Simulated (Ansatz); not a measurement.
# BH3O2Si: rigid scan of one bond length, by script

How does the energy of BH3O2Si change as one bond is stretched? Wanted for BH3O2Si: a rigid scan of one bond length. SMILES: O[SiH]1BO1.

All numbers are computed with Ansatz 0.2.0, driven from Python. Level of theory: PBE0/def2-SVP.

### Step 1. The structure

Bond lengths: O1–Si2 1.668 Å, Si2–B3 1.977 Å, Si2–O4 1.651 Å, B3–O4 1.378 Å, O1–H5 1.024 Å, Si2–H6 1.481 Å, B3–H7 1.240 Å. Angles: O1–Si2–B3 112.1°, O1–Si2–O4 110.3°, O1–Si2–H6 118.9°, B3–Si2–O4 43.5°, B3–Si2–H6 128.6°, O4–Si2–H6 108.4°, Si2–O1–H5 106.3°, Si2–B3–O4 55.5°, Si2–B3–H7 134.3°, O4–B3–H7 145.6°, Si2–O4–B3 80.9°.

bh3o2si.xyz, read by the script:

```xyz
7

O    -0.96850    0.79330   -1.21690
Si   -0.00660    0.52230    0.11890
B     1.03640   -1.14940   -0.04360
O    -0.16160   -1.04010    0.62900
H    -1.93280    0.82370   -0.87470
H    -0.14580    1.41430    1.29290
H     2.24000   -1.43210    0.04870
```

### Step 2. The script

The input, run_scan.py:

```python
"""Stretching a bond of BH3O2Si, the rest held rigid."""

import logging
import sys
import warnings

import ansatz as az
import matplotlib.pyplot as plt
import numpy as np

logging.basicConfig(stream=sys.stdout, format="[%(levelname)s] %(message)s")
log = logging.getLogger("calc")
log.setLevel(logging.INFO)

warnings.simplefilter("ignore", az.DeckWarning)

bh3o2si = az.Crystal.molecule_from_extxyz("bh3o2si.xyz")

symbols = [site.symbol for site in bh3o2si.cartesian_sites]
start = np.array([site.position_ang for site in bh3o2si.cartesian_sites])
axis = (start[5] - start[1]) / np.linalg.norm(start[5] - start[1])
moving = [5]
lengths, energies = [1.303, 1.363, 1.422, 1.481, 1.54, 1.599, 1.659, 1.748], []
for length in lengths:
    xyz = start.copy()
    xyz[moving] += (length - np.linalg.norm(start[5] - start[1])) * axis
    point = az.Crystal.molecule()
    for symbol, place in zip(symbols, xyz):
        point = point.atom(symbol, place.tolist())
    setup = (
        point.calculation()
        .basis(gaussian="def2-SVP")  # atom-centred Gaussian functions
        .functional("PBE0")
    )
    rep = setup.run().report
    energies.append(rep["free_energy_ev"])
    log.info(f"r = {length:6.3f} A  E = {energies[-1]:.5f} eV  <S^2> = {abs(rep['mean_field']['state']['spin_squared']):.3f}")

# quartic fit about the minimum
fit = np.polynomial.Polynomial.fit(lengths, np.array(energies) - min(energies), 4).convert()
roots = [r.real for r in fit.deriv().roots() if abs(r.imag) < 1e-9 and fit.deriv(2)(r.real) > 0]
r_e = min(roots, key=lambda r: abs(r - lengths[int(np.argmin(energies))]))
log.info(f"minimum of the fit at {r_e:.4f} A, force constant {fit.deriv(2)(r_e):.2f} eV/A^2")
plt.figure(figsize=(4.5, 3))
plt.plot(lengths, np.array(energies) - min(energies), "o-")
plt.xlabel("bond length (A)")
plt.ylabel("E - E(min) (eV)")
plt.tight_layout()
plt.savefig("scan.png", dpi=100)
```

### Step 3. What the engine is handed

The package turns the script's settings into the engine's input (first run):

```yaml
crystal:
  periodic: [false, false, false]
  atoms:
    - { symbol: O, position_ang: [-0.9685, 0.7933, -1.2169] }
    - { symbol: Si, position_ang: [-0.0066, 0.5223, 0.1189] }
    - { symbol: B, position_ang: [1.0364, -1.1494, -0.0436] }
    - { symbol: O, position_ang: [-0.1616, -1.0401, 0.629] }
    - { symbol: H, position_ang: [-1.9328, 0.8237, -0.8747] }
    - { symbol: H, position_ang: [-0.12907092112003687, 1.307099293384144, 1.1518084870324947] }
    - { symbol: H, position_ang: [2.24, -1.4321, 0.0487] }
basis:
  gaussian:
    orbitals: def2-SVP
hamiltonian:
  xc: pbe0
```

### Step 4. Running it

The run is started by

```sh
> python run_scan.py
```

Q: Predict the main results. Wanted: range of energy; lowest point, distance.

As calculated:

| quantity | value |
| --- | --- |
| bond length at the fit's minimum | 1.4872 Å |
| runs compared | 8 |
| range of energy | 0.425 eV |
| lowest point, distance (Å) | 1.48 |

What this shows: The lowest point, at 1.48, lies inside the range. The ends stand 0.409 and 0.425 eV above it. The distance scanned is the script's pair 1, 5. Total energies depend on the basis set; only differences at equal settings carry meaning. The rest of the molecule is held rigid at a force-field or estimated start geometry, and the basis set is modest; single-reference methods fail as a bond breaks.
